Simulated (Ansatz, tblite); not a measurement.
# Sn(vinyl)I3 (C₂H₃I₃Sn): one state, many levels

The task here is to estimate one member of a computed series from the others.

Method: as each input shows; program: Ansatz 0.2.0, Gaussian basis.

Levels to be run: GFN1-xTB, GFN2-xTB, PBE-D4/def2-TZVP, r2SCAN-D4/def2-TZVP, revPBE-D4/def2-TZVP, B2PLYP/def2-TZVP, B3LYP-D4/def2-TZVP, PBE-D4/def2-SVP, PBE0-D4/def2-SVP, CCSD(T)/def2-SVP, MP2/def2-TZVP, RPA/def2-TZVP.

4 further runs of the same task are left out: 4 set aside as unsound or not needed.

### The structure

The geometry is that of the singlet, from an earlier relaxation (PBE-D4/def2-SVP).

9 atoms, charge 0, spin multiplicity 1.

Bond lengths: Sn1–C2 2.155 Å, Sn1–I7 2.719 Å, Sn1–I8 2.715 Å, Sn1–I9 2.719 Å, C2–C3 1.341 Å, C2–H4 1.104 Å, C3–H5 1.104 Å, C3–H6 1.105 Å. Angles: C2–Sn1–I7 110.7°, C2–Sn1–I8 109.1°, C2–Sn1–I9 110.7°, I7–Sn1–I8 109.4°, I7–Sn1–I9 107.3°, I8–Sn1–I9 109.4°, Sn1–C2–C3 122.0°, Sn1–C2–H4 115.2°, C3–C2–H4 122.8°, C2–C3–H5 123.1°, C2–C3–H6 121.0°, H5–C3–H6 115.9°.

I, Sn take a core potential in the def2 sets. No spin-orbit coupling is included.

PBE0-D4/def2-TZVP was run before; its log isn't repeated, and its numbers join the tables.

The first run:

Tight binding, by tblite at 300 K electronic temperature and without a spin-polarisation term:

```python
tblite.interface.Calculator('GFN1-xTB', numbers, positions, charge=0, uhf=0).singlepoint()
```

Tight binding, by tblite at 300 K electronic temperature and without a spin-polarisation term:

```python
tblite.interface.Calculator('GFN2-xTB', numbers, positions, charge=0, uhf=0).singlepoint()
```

start.molden holds the orbitals of an earlier run on this state, given as this run's starting guess.

in.yaml

```yaml
crystal:
  periodic: [false, false, false]
  atoms:
    - {symbol: Sn, position_ang: [-0.179539, 0.321624, -1.247754]}
    - {symbol: C, position_ang: [-0.200954, 0.331259, 0.907011]}
    - {symbol: C, position_ang: [0.367640, -0.646625, 1.627018]}
    - {symbol: H, position_ang: [-0.710918, 1.194762, 1.368988]}
    - {symbol: H, position_ang: [0.878524, -1.512261, 1.171009]}
    - {symbol: H, position_ang: [0.347140, -0.625515, 2.731788]}
    - {symbol: I, position_ang: [2.372901, 0.302479, -2.184788]}
    - {symbol: I, position_ang: [-1.460432, 2.534552, -2.159867]}
    - {symbol: I, position_ang: [-1.414363, -1.900255, -2.213427]}
basis:
  gaussian: {orbitals: def2-TZVP, initial_orbitals: start.molden}
hamiltonian: {xc: pbe, dispersion: d4}
scf: {omitted_lower_state_checks: [starts]}
output: {orbitals: {seedname: orbitals}}
```

Started as:

```sh
$ ansatz run in.yaml --threads 2 --pin off --events-out ev --progress --plain --max-ram 32768MiB --backend cuda --devices 0, --max-vram 18GiB
```

Among the steps run: PBE-D4/def2-TZVP; r2SCAN-D4/def2-TZVP; revPBE-D4/def2-TZVP; B2PLYP/def2-TZVP; B3LYP-D4/def2-TZVP; PBE-D4/def2-SVP; PBE0-D4/def2-SVP; CCSD(T)/def2-SVP; MP2/def2-TZVP; RPA/def2-TZVP.

One of the session's tables, all rows but one given; the rest of the session is left out.

It belongs to the step «Binding energy». 

| method | binding an atom (eV) |
| --- | --- |
| HF/def2-SVP | 2.340 |
| HF/def2-TZVP | 2.331 |
| PBE-D4/def2-SVP | 3.411 |
| PBE-D4/def2-TZVP | 3.404 |
| revPBE-D4/def2-TZVP | 3.299 |
| r2SCAN-D4/def2-TZVP | 3.319 |
| B3LYP-D4/def2-TZVP | 3.282 |
| PBE0-D4/def2-SVP | 3.340 |
| PBE0-D4/def2-TZVP | ? |
| MP2/def2-SVP | 3.165 |
| MP2/def2-TZVP | 3.282 |
| CCSD/def2-SVP | 3.037 |
| CCSD(T)/def2-SVP | 3.093 |

Q: Estimate the row for PBE0-D4/def2-TZVP from the others.

The run gave: binding an atom (eV): 3.335. In the column «binding an atom (eV)» it lies between r2SCAN-D4/def2-TZVP (3.319) and PBE0-D4/def2-SVP (3.340).

Limits of these values: Free atoms were run apart at each level; binding is atoms less cluster, divided by the number of atoms, without zero-point or spin-orbit terms.
